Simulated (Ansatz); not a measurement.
# CH6GeS2: the cost of one run

All numbers below are computed with Ansatz 0.2.0 (RKS PBE0/def2-SVP).

**1. The system as given**

Bond lengths: S1–C2 1.769 Å, C2–S3 1.811 Å, S3–Ge4 2.132 Å, S1–H5 1.439 Å, C2–H6 1.123 Å, C2–H7 1.098 Å, Ge4–H8 1.543 Å, Ge4–H9 1.613 Å, Ge4–H10 1.580 Å. Angles: S1–C2–S3 108.0°, S1–C2–H6 108.0°, S1–C2–H7 112.9°, S3–C2–H6 110.0°, S3–C2–H7 111.0°, H6–C2–H7 106.8°, C2–S1–H5 93.6°, C2–S3–Ge4 96.4°, S3–Ge4–H8 111.4°, S3–Ge4–H9 111.9°, S3–Ge4–H10 111.0°, H8–Ge4–H9 108.7°, H8–Ge4–H10 107.6°, H9–Ge4–H10 106.0°.

As a file:

```xyz
10

S    -0.0195    1.4502   -1.4609
C     0.8495    0.9388   -0.0078
S     1.3207   -0.7976   -0.2182
Ge   -0.5734   -1.6242    0.3074
H    -0.2352    2.7860   -0.9724
H     1.7678    1.5775    0.0904
H     0.2650    1.0796    0.9112
H    -0.5419   -3.1661    0.2762
H    -1.0526   -1.1470    1.7721
H    -1.6973   -1.1483   -0.6952
```

**2. Relaxing end A**

The input, input.yaml:

```yaml
crystal:
  periodic: [false, false, false]
  atoms:
    - { symbol: S, position_ang: [-0.0195, 1.4502, -1.4609] }
    - { symbol: C, position_ang: [0.8495, 0.9388, -0.0078] }
    - { symbol: S, position_ang: [1.3207, -0.7976, -0.2182] }
    - { symbol: Ge, position_ang: [-0.5734, -1.6242, 0.3074] }
    - { symbol: H, position_ang: [-0.2352, 2.786, -0.9724] }
    - { symbol: H, position_ang: [1.7678, 1.5775, 0.0904] }
    - { symbol: H, position_ang: [0.265, 1.0796, 0.9112] }
    - { symbol: H, position_ang: [-0.5419, -3.1661, 0.2762] }
    - { symbol: H, position_ang: [-1.0526, -1.147, 1.7721] }
    - { symbol: H, position_ang: [-1.6973, -1.1483, -0.6952] }
basis:
  gaussian: { orbitals: def2-SVP }
hamiltonian:
  xc: pbe0
relax:
  f_tol: 0.02
  max_steps: 50
```

The run is started by

```console
$ ansatz run input.yaml --threads 2 --pin off --max-ram 3072MiB --backend cpu --events-out ev --progress --plain --runs-dir out
```

What time and memory should one allow on 2 threads of Arm Neoverse V1, shared host?

About 55 s, with a peak of 0.28 GiB.
